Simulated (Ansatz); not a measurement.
# C2H6FGeN: a ladder of functionals and wavefunction methods

Aim: compute C2H6FGeN with functionals from several rungs and with coupled cluster. The yardstick is the atomisation energy at the CCSD(T) limit.

The runs use Ansatz 0.2.0, Gaussian basis; functionals in def2-TZVPP, the program's frozen cores in correlated methods.

The runs, in order: LDA (SPW92), PBE-D4, revPBE-D4, BLYP-D4, r2SCAN-D4, B97M-V, PBE0-D4, B3LYP-D4, r2SCANh-D4, r2SCAN0-D4, HSE06-D4, BHLYP-D4, CAM-B3LYP-D4, LC-ωPBE, ωB97X-V, ωB97M-V, B2PLYP, PBE-QIDH; CCSD(T)/def2-SVP; CCSD(T)/def2-TZVPP; MP2/def2-QZVPP; extrapolation to the limit; RPA on PBE.

**1. The relaxed structure**

The geometry comes from an earlier relaxation with PBE0-D4 in a triple-zeta def2 set; it is a stationary point, not always the lowest conformer.

SMILES `C[N](C)[Ge][F]`, 11 atoms, charge 0, spin multiplicity 1.

Atoms are counted from 1 here; the program's logs count them from 0.

Bond lengths: C1–N2 1.442 Å, C1–H6 1.098 Å, C1–H7 1.089 Å, C1–H8 1.098 Å, N2–C3 1.442 Å, N2–Ge4 1.821 Å, C3–H9 1.098 Å, C3–H10 1.094 Å, C3–H11 1.098 Å, Ge4–F5 1.773 Å. Angles: N2–C1–H6 110.9°, N2–C1–H7 110.1°, N2–C1–H8 110.9°, H6–C1–H7 108.7°, H6–C1–H8 107.5°, H7–C1–H8 108.7°, C1–N2–C3 114.1°, C1–N2–Ge4 126.7°, C3–N2–Ge4 119.2°, N2–C3–H9 111.4°, N2–C3–H10 110.5°, N2–C3–H11 111.4°, H9–C3–H10 107.9°, H9–C3–H11 107.6°, H10–C3–H11 107.9°, N2–Ge4–F5 96.6°.

**2. LDA**

This LDA is Slater exchange with PW92 correlation.

File in.yaml:

```yaml
crystal:
  periodic: [false, false, false]
  atoms:
    - {symbol: C, position_ang: [-0.930645, 0.657870, -0.224342]}
    - {symbol: N, position_ang: [0.338068, 0.056680, 0.103781]}
    - {symbol: C, position_ang: [0.352355, -1.381550, 0.004556]}
    - {symbol: Ge, position_ang: [1.856363, 0.926195, 0.609712]}
    - {symbol: F, position_ang: [1.189081, 2.566902, 0.531464]}
    - {symbol: H, position_ang: [-1.224300, 0.414897, -1.253759]}
    - {symbol: H, position_ang: [-0.867980, 1.740558, -0.124945]}
    - {symbol: H, position_ang: [-1.722093, 0.287975, 0.440263]}
    - {symbol: H, position_ang: [0.115389, -1.715329, -1.013778]}
    - {symbol: H, position_ang: [1.340150, -1.774033, 0.265400]}
    - {symbol: H, position_ang: [-0.380890, -1.837066, 0.682349]}
basis:
  gaussian: {orbitals: def2-TZVPP}
hamiltonian: {xc: lda}
output: {orbitals: {seedname: orbitals}}
```

Further steps of the session: PBE-D4 (GGA); revPBE-D4 (GGA); BLYP-D4 (GGA); r2SCAN-D4 (meta-GGA); B97M-V (meta-GGA); PBE0-D4 (hybrid); B3LYP-D4 (hybrid); r2SCANh-D4 (hybrid); r2SCAN0-D4 (hybrid); HSE06-D4 (hybrid); BHLYP-D4 (hybrid); CAM-B3LYP-D4 (range-separated); LC-ωPBE-D4 (range-separated); ωB97X-V (range-separated); ωB97M-V (range-separated); B2PLYP (double hybrid); PBE-QIDH (double hybrid); CCSD(T) in def2-SVP; CCSD(T) in def2-TZVPP; MP2 in def2-QZVPP; RPA on PBE orbitals.

Q: Predict the results of all the runs planned. Wanted: atomisation energy, CCSD(T)/CBS; farthest beyond LDA; mean size of error, GGA; mean size of error, meta-GGA; mean size of error, hybrid; mean size of error, range-separated; mean size of error, double hybrid; gap, smallest and largest; T1 diagnostic.

As calculated:

| quantity | value |
| --- | --- |
| atomisation energy, CCSD(T)/CBS | 4104.6 kJ/mol |
| functionals within 41.0 kJ/mol (1.0 %) | revPBE-D4, BLYP-D4, r2SCAN-D4, B97M-V, PBE0-D4, B3LYP-D4, r2SCANh-D4, HSE06-D4, CAM-B3LYP-D4, LC-ωPBE, ωB97X-V, ωB97M-V |
| farthest beyond LDA | BHLYP-D4 (-137.3 kJ/mol) |
| mean size of error, GGA | 43.1 kJ/mol |
| mean size of error, meta-GGA | 3.2 kJ/mol |
| mean size of error, hybrid | 44.7 kJ/mol |
| mean size of error, range-separated | 14.5 kJ/mol |
| mean size of error, double hybrid | 43.6 kJ/mol |
| gap, smallest and largest | 3.56 eV (LDA (SPW92)), 10.30 eV (LC-ωPBE) |
| T1 diagnostic | 0.0147 |
| triples share of the correlation energy | 3.8 % |

**Reading.** The LDA atomisation energy is off by 627.1 kJ/mol (15 %): it overbinds. PBE-D4 misses by +97.7 kJ/mol. Double hybrids carry the basis error of their MP2 part in triple zeta, and no dispersion term here, so their miss is partly the set-up's. The rungs meta-GGA, range-separated miss on average by less than the doubt on the reference (41.0 kJ/mol), so they tie. Misses under about 41.0 kJ/mol are within the doubt on the reference itself, which lacks core-valence correlation, relativity and higher excitations, and its outer-core shells are covered unevenly. Hartree-Fock recovers 71 % of the binding; the rest is correlation. CCSD(T) in def2-SVP is off by -232.3 kJ/mol, so the small basis spoils what the method gains. Orbital gaps span 3.6 to 10.3 eV; exact exchange widens them. Correlated methods include outer-core shells of Ge, which these sets cover unevenly.
